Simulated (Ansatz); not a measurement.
## CaBr under changes of volume

One of the cells (34.930 Å³/atom); the others are scaled copies at fixed shape and fractional positions:

```
CELL_PARAMETERS angstrom
4.08415 0.00000 0.00000
-2.04207 3.53698 0.00000
0.00000 0.00000 9.67213
ATOMIC_POSITIONS crystal
Br 0.66667 0.33333 0.53449
Br 0.33333 0.66667 0.03449
Ca 0.66667 0.33333 0.84051
Ca 0.33333 0.66667 0.34051
```

The cell comes from a database or a generator and needn't be the stable form of this composition.

| Property | Result |
| --- | --- |
| Program | Ansatz 0.2.0 |
| Functional | PBE |
| Potentials or basis | Ansatz PAW |
| Cutoff | 420 eV (not typed: the program's choice for these potentials) |
| k mesh | 8 × 8 × 3 |
| Occupations | fermi-dirac, width 0.05 eV |
| Spin | no spin polarisation |

| volume (Å³/atom) | energy over the lowest point (meV/atom) | pressure (GPa) | largest force (eV/Å) |
| --- | --- | --- | --- |
| 32.834 | ? | ? | ? |
| 33.533 | 10.91 | 1.5 | 0.186 |
| 34.231 | 5.20 | 1.0 | 0.155 |
| 34.930 | 1.62 | 0.5 | 0.126 |
| 35.628 | 0.00 | 0.1 | 0.100 |
| 36.327 | 0.16 | -0.3 | 0.075 |
| 37.026 | 1.94 | -0.6 | 0.053 |

**Question.** What does the run at 32.834 Å³/atom give?

**Answer.** Energy over the lowest point 18.98 meV/atom; pressure 2.1 GPa; largest force 0.219 eV/Å.

Worked out: A Birch-Murnaghan fit of order 3 (a polynomial in V^(-2/3)) to the other rows has its minimum at 35.91 Å³/atom with B0 = V·E''(V) = 20 GPa and B' = 3.7 at fixed shape and positions, which overstates the stiffness. It gives 18.99 meV/atom at 32.834 Å³/atom, against the run's 18.98, and -dE/dV = 2.1 GPa, against 2.1.

Energies are extrapolated to zero smearing.
